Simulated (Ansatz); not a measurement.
NiPt and its elements: a formation energy from the elements, run with Ansatz's Python interface.

The script reads `nipt_nipt.extxyz`:
```text
2
Lattice="2.70993979 0.0 0.0 0.0 2.70993979 0.0 0.0 0.0 3.57832" Properties=species:S:1:pos:R:3:initial_magmoms:R:1 pbc="T T T"
Ni    1.35496990    1.35496990    1.78916000  1.50
Pt    0.00000000    0.00000000    0.00000000  0.00
```

Input file `nipt_ni.cif`:
```cif
data_Ni
_cell_length_a 2.491752
_cell_length_b 2.491752
_cell_length_c 2.491752
_cell_angle_alpha 60.00000
_cell_angle_beta 60.00000
_cell_angle_gamma 60.00000
_symmetry_space_group_name_H-M 'P 1'
_symmetry_Int_Tables_number 1
loop_
_symmetry_equiv_pos_as_xyz
'x, y, z'
loop_
_atom_site_label
_atom_site_type_symbol
_atom_site_fract_x
_atom_site_fract_y
_atom_site_fract_z
Ni1 Ni    0.000000    0.000000    0.000000
```

Contents of `nipt_pt.vasp`:
```text
Pt
1.0
   0.00000000    1.96090000    1.96090000
   1.96090000    0.00000000    1.96090000
   1.96090000    1.96090000    0.00000000
Pt
1
Direct
   0.00000000    0.00000000    0.00000000
```

Script `nipt_formation.py`:
```python
from collections import Counter
import logging
import sys
import warnings

import ansatz as az
from ase.io import read
import numpy as np

logging.basicConfig(stream=sys.stdout, format="[%(levelname)s] %(message)s")
logger = logging.getLogger("calc")
logger.setLevel(logging.INFO)

XC = "LDA"
CUTOFF_EV = 500
K_SPACING = 0.27
OCCUPATIONS = "fermi_dirac"
SIGMA = 0.1

POLARISED = {"NiPt", "Ni"}


def ground_state(name, crystal):
    calc = (
        crystal.calculation()
        .functional(XC)
        .basis(CUTOFF_EV)
        .kpoints(spacing=K_SPACING)
        .occupations(OCCUPATIONS, width=SIGMA)
        .stress()
    )
    if name in POLARISED:
        calc = calc.spin("collinear")
    calc = calc.relax(force_tolerance=0.02, max_steps=60, cell=True)
    return calc.run()


def counts(outcome):
    return Counter(site.symbol for site in outcome.lattice.sites)

def formation_energy(outcome, mu):
    n = counts(outcome)
    return (outcome.report["energy_sigma0_ev"] - sum(k * mu[element] for element, k in n.items())) / sum(n.values())


def volume_per_atom(outcome):
    return abs(np.linalg.det(outcome.lattice.cell_ang)) / len(outcome.lattice.sites)

warnings.simplefilter("ignore", az.DeckWarning)

phases = {}
nipt = az.Crystal.from_extxyz("nipt_nipt.extxyz")
phases["NiPt"] = nipt
atoms = read("nipt_ni.cif")
ni = az.Crystal.from_ase(atoms).moments(Ni=1.5)
phases["Ni"] = ni
atoms = read("nipt_pt.vasp", format="vasp")
pt = az.Crystal.from_ase(atoms)
phases["Pt"] = pt

done = {}
for name, crystal in phases.items():
    done[name] = ground_state(name, crystal)
    logger.info(f"{name}: {done[name].report['energy_sigma0_ev']:.4f} eV, {len(done[name].lattice.sites)} atoms")

references = {"Ni": "Ni", "Pt": "Pt"}
mu = {element: done[name].report["energy_sigma0_ev"] / len(done[name].lattice.sites) for element, name in references.items()}

target = done["NiPt"]
heat = formation_energy(target, mu)
for element, value in mu.items():
    logger.info(f"mu({element}) = {value:.4f} eV from {references[element]}, {volume_per_atom(done[references[element]]):.2f} A^3/atom")
logger.info(f"formation energy of NiPt: {heat:.4f} eV/atom = {96.4853 * heat:.1f} kJ/mol of atoms")
```

Is NiPt bound against its elements at this level, and by how much?

The formation energy is -0.082 eV an atom (-7.9 kJ per mole of atoms), so NiPt lies below the reference phases.

What the script printed:

```console
$ python nipt_formation.py
RunWarning: the starting moments were not kept: the SCF closed with an absolute magnetisation of 2.3e-5 μB, where they sum to 1.5 μB in size (1 site). That is at most 0.1 of that sum. Measured as dr2_m measures the in/out step, that magnetisation stands [...]
[INFO] NiPt: -18018.5432 eV, 2 atoms
[INFO] Ni: -5773.3782 eV, 1 atoms
[INFO] Pt: -12245.0005 eV, 1 atoms
[INFO] mu(Ni) = -5773.3782 eV from Ni, 10.04 A^3/atom
[INFO] mu(Pt) = -12245.0005 eV from Pt, 14.76 A^3/atom
[INFO] formation energy of NiPt: -0.0823 eV/atom = -7.9 kJ/mol of atoms
```
(Warnings from the package without file and line, shortened, repeats left out.)

Notes:
- Total energies depend on the potentials; only differences at equal settings carry meaning.
- The SCF didn't keep the moments it started from (some shrank, vanished or turned); what is printed is the state reached.
- For the metals among these phases the mesh is modest: differences between phases can be off by up to 40 meV an atom.
- Spin-orbit coupling, which matters for elements this heavy, is left out.
- The cells come from databases of deposited and of computed structures, and not all need be stable phases.
- The compound is the structure given, not necessarily its lowest; energies are at zero temperature, with no correction for gases. Magnetic phases start from parallel moments and may not end in their lowest magnetic state. A semilocal functional's error on such energies is often 0.05 to 0.1 eV an atom, and 0.1 to 0.3 eV against gases such as O2 or F2.
- The script silences the warnings on its input, which a real study should read.
- It ran for 44 s on 1 thread of Arm Neoverse V2, with other jobs on the host, peak memory 0.5 GiB.
